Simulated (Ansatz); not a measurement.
# CH6BFSi: basis-set convergence

Aim: see how fast density functionals converge with the basis set for CH6BFSi.

The runs use Ansatz 0.2.0, Gaussian basis; one geometry, several basis sets.

Plan: PBE0-D4/def2-SVP; ωB97M-V/def2-SVP; PBE0-D4/def2-QZVPP; ωB97M-V/def2-QZVPP; the functionals' def2-TZVPP values are taken from earlier runs.

### Step 1. Structure used throughout

An earlier PBE0-D4 in a triple-zeta def2 set relaxation fixed the geometry.

SMILES `B[SiH2]CF`, 10 atoms, charge 0, spin multiplicity 1.

Atoms are counted from 1 here; the program's logs count them from 0.

Bond lengths: B1–Si2 2.011 Å, B1–H5 1.196 Å, B1–H6 1.196 Å, Si2–C3 1.898 Å, Si2–H7 1.491 Å, Si2–H8 1.492 Å, C3–F4 1.391 Å, C3–H9 1.096 Å, C3–H10 1.096 Å. Angles: Si2–B1–H5 119.4°, Si2–B1–H6 123.5°, H5–B1–H6 117.2°, B1–Si2–C3 112.6°, B1–Si2–H7 109.2°, B1–Si2–H8 108.9°, C3–Si2–H7 109.1°, C3–Si2–H8 109.0°, H7–Si2–H8 107.8°, Si2–C3–F4 111.4°, Si2–C3–H9 110.9°, Si2–C3–H10 110.9°, F4–C3–H9 108.0°, F4–C3–H10 108.1°, H9–C3–H10 107.4°.

### Step 2. PBE0-D4 in def2-SVP

The input, in.yaml:

```yaml
crystal:
  periodic: [false, false, false]
  atoms:
    - {symbol: B, position_ang: [-1.700868, 0.681748, -0.301071]}
    - {symbol: Si, position_ang: [-0.119680, -0.553841, -0.431921]}
    - {symbol: C, position_ang: [1.348680, 0.024832, 0.621749]}
    - {symbol: F, position_ang: [2.425701, -0.848509, 0.514486]}
    - {symbol: H, position_ang: [-2.690242, 0.436408, -0.926376]}
    - {symbol: H, position_ang: [-1.714791, 1.665645, 0.379346]}
    - {symbol: H, position_ang: [0.311302, -0.651088, -1.856429]}
    - {symbol: H, position_ang: [-0.531819, -1.916278, 0.014454]}
    - {symbol: H, position_ang: [1.685978, 1.019574, 0.309545]}
    - {symbol: H, position_ang: [1.068638, 0.090308, 1.679120]}
basis:
  gaussian: {orbitals: def2-SVP}
hamiltonian: {xc: pbe0, dispersion: d4}
output: {orbitals: {seedname: orbitals}}
```

On the command line:

```
> ansatz run in.yaml --threads 2 --pin off --events-out ev --progress --plain --max-ram 4352MiB
```

The program printed:

```text
Functional definition: PBE0
  name "PBE0"
  cite "Adamo & Barone, J. Chem. Phys. 110, 6158 (1999) doi:10.1063/1.478522"
  cite "Perdew, Burke & Ernzerhof, Phys. Rev. Lett. 77, 3865 (1996) doi:10.1103/PhysRevLett.77.3865"
  parent pbe
  parameter a = 0.25
  parameter kappa = 0.804
  parameter beta = 0.06672455060314922
  exchange = (1 - a)*pbe_x(kappa = kappa, mu = beta*pi^2/3) + a*exact_x
  correlation = pbe_c(beta = beta)
1004 factors; their error is unknown
mean field evaluation 1: about -12387.8006 eV, gradient 2.7e1 eV
mean field evaluation 2: about -12388.1648 eV, gradient 2.5e1 eV
mean field evaluation 4: about -12389.5768 eV, gradient 6.1e-1 eV
mean field evaluation 8: about -12389.6228 eV, gradient 1.8e-1 eV
mean field -12389.62285054 eV, -455.3102417694 hartree, gradient 1.8e-5 eV, S^2 0.000000; 0 other end points of the search recorded, 0 dependent functions left out
reference -12389.62287645 eV, -455.3102427214 hartree; 20, 20 occupied and 70, 70 virtual orbitals, 1004 factors
Total energy: -12389.75855892 eV, -455.3152289604 hartree
```

Run time: 1.1 s. Hardware: 2 threads of Arm Neoverse V2, shared host.

### Step 3. ωB97M-V in def2-SVP

in.yaml, as its differences from that of step 2:

```diff
@@ -15,3 +15,3 @@
   gaussian: {orbitals: def2-SVP}
-hamiltonian: {xc: pbe0, dispersion: d4}
+hamiltonian: {xc: {name: wB97M-V}}
 output: {orbitals: {seedname: orbitals}}
```

The command is unchanged.

The program printed (excerpt; [...] marks lines left out):

```text
Functional definition: wB97M-V
  name "wB97M-V"
  cite "Mardirossian & Head-Gordon, J. Chem. Phys. 144, 214110 (2016) doi:10.1063/1.4952647"
  cite "Becke, J. Chem. Phys. 107, 8554 (1997) doi:10.1063/1.475007"
  cite "Vydrov & Van Voorhis, J. Chem. Phys. 133, 244103 (2010) doi:10.1063/1.3521275"
  # Of w^i u^j: cxij and so on, Table III.
[...]
  gx(w, u) = 1 - cx + cx01*u + cx10*w
  gss(w, u) = css00 + css04*u^4 + css10*w + css20*w^2 + css43*w^4*u^3
  gos(w, u) = cos00 + cos10*w + (cos20 + cos21*u)*w^2 + (cos60 + cos61*u)*w^6
[...]
      + integral(e_c_pw_mod_opposite_spin*gos(b97_w_opposite, b97_u_opposite)) + vv10(b, c)
1004 factors; their error is unknown
290 factors; integrals over basis functions are off by at most 1.1e-5 eV
[...]
mean field -12395.18503771 eV, -455.5146483775 hartree, gradient 4.9e-5 eV, S^2 0.000000; 0 other end points of the search recorded, 0 dependent functions left out
reference -12395.18507933 eV, -455.5146499072 hartree; 20, 20 occupied and 70, 70 virtual orbitals, 1004 factors
Total energy: -12395.18507933 eV, -455.5146499072 hartree
```

It took 4.6 s on 2 threads of Arm Neoverse V2, shared host.

### Step 4. PBE0-D4 in def2-QZVPP

in.yaml, as its differences from that of step 3:

```diff
@@ -14,4 +14,4 @@
 basis:
-  gaussian: {orbitals: def2-SVP}
-hamiltonian: {xc: {name: wB97M-V}}
+  gaussian: {orbitals: "def2-QZVPP.json"}
+hamiltonian: {xc: pbe0, dispersion: d4}
 output: {orbitals: {seedname: orbitals}}
```

Same command.

The program printed:

```text
Functional definition: PBE0
  name "PBE0"
  cite "Adamo & Barone, J. Chem. Phys. 110, 6158 (1999) doi:10.1063/1.478522"
  cite "Perdew, Burke & Ernzerhof, Phys. Rev. Lett. 77, 3865 (1996) doi:10.1103/PhysRevLett.77.3865"
  parent pbe
  parameter a = 0.25
  parameter kappa = 0.804
  parameter beta = 0.06672455060314922
  exchange = (1 - a)*pbe_x(kappa = kappa, mu = beta*pi^2/3) + a*exact_x
  correlation = pbe_c(beta = beta)
1316 factors; their error is unknown
mean field evaluation 1: about -12395.2613 eV, gradient 3.6e1 eV
mean field evaluation 2: about -12395.4896 eV, gradient 3.5e1 eV
mean field evaluation 4: about -12398.2970 eV, gradient 1.3e0 eV
mean field evaluation 8: about -12398.3010 eV, gradient 2.0e-2 eV
mean field evaluation 16: about -12398.3050 eV, gradient 3.5e-5 eV
mean field -12398.30497488 eV, -455.6293039537 hartree, gradient 3.5e-5 eV, S^2 0.000000; 0 other end points of the search recorded, 0 dependent functions left out
reference -12398.30501786 eV, -455.6293055335 hartree; 20, 20 occupied and 401, 401 virtual orbitals, 1316 factors
Total energy: -12398.44070034 eV, -455.6342917725 hartree
```

It took 9 s on 2 threads of Arm Neoverse V2, shared host; peak memory 1.1 GiB.

### Step 5. ωB97M-V in def2-QZVPP

in.yaml, as its differences from that of step 4:

```diff
@@ -15,3 +15,3 @@
   gaussian: {orbitals: "def2-QZVPP.json"}
-hamiltonian: {xc: pbe0, dispersion: d4}
+hamiltonian: {xc: {name: wB97M-V}}
 output: {orbitals: {seedname: orbitals}}
```

Same command.

The program printed (excerpt; [...] marks lines left out):

```text
Functional definition: wB97M-V
  name "wB97M-V"
  cite "Mardirossian & Head-Gordon, J. Chem. Phys. 144, 214110 (2016) doi:10.1063/1.4952647"
  cite "Becke, J. Chem. Phys. 107, 8554 (1997) doi:10.1063/1.475007"
  cite "Vydrov & Van Voorhis, J. Chem. Phys. 133, 244103 (2010) doi:10.1063/1.3521275"
  # Of w^i u^j: cxij and so on, Table III.
[...]
  gx(w, u) = 1 - cx + cx01*u + cx10*w
  gss(w, u) = css00 + css04*u^4 + css10*w + css20*w^2 + css43*w^4*u^3
  gos(w, u) = cos00 + cos10*w + (cos20 + cos21*u)*w^2 + (cos60 + cos61*u)*w^6
[...]
      + integral(e_c_pw_mod_opposite_spin*gos(b97_w_opposite, b97_u_opposite)) + vv10(b, c)
1296 factors; their error is unknown
350 factors; integrals over basis functions are off by at most 1.2e-5 eV
[...]
mean field -12404.09411086 eV, -455.8420507771 hartree, gradient 3.0e-5 eV, S^2 0.000000; 0 other end points of the search recorded, 0 dependent functions left out
reference -12404.09418098 eV, -455.8420533538 hartree; 20, 20 occupied and 401, 401 virtual orbitals, 1296 factors
Total energy: -12404.09418098 eV, -455.8420533538 hartree
```

It took 19 s on 2 threads of Arm Neoverse V2, shared host; peak memory 1.3 GiB.

### Step 6. Density functionals: the series

The def2-TZVPP values come from earlier runs at the same geometry.

```
functional       basis  functions  energy (eV)  from the largest (eV)  HOMO (eV)  LUMO (eV)
   PBE0-D4    def2-SVP         90  -12389.7586                  8.682      -8.22      -2.58
   PBE0-D4  def2-TZVPP        219  -12397.9197                  0.521      -8.31      -2.62
   PBE0-D4  def2-QZVPP        421  -12398.4407                  0.000      -8.33      -2.63
   ωB97M-V    def2-SVP         90  -12395.1851                  8.909     -10.43      -0.51
   ωB97M-V  def2-TZVPP        219  -12403.5996                  0.495     -10.54      -0.66
   ωB97M-V  def2-QZVPP        421  -12404.0942                  0.000     -10.56      -0.70
```

### Step 7. Outcome

| quantity | value |
| --- | --- |
| PBE0-D4: double and triple zeta above quadruple | 8.68, 0.52 eV |
| ωB97M-V: double and triple zeta above quadruple | 8.91, 0.49 eV |

PBE0-D4 gains 8.16 eV from double to triple zeta, then 0.52 eV more. Total energies overstate the basis error of differences, where much of it tends to cancel.

For PBE0-D4 the largest set took about 9 times as long as the smallest (9 s against 1.1 s).
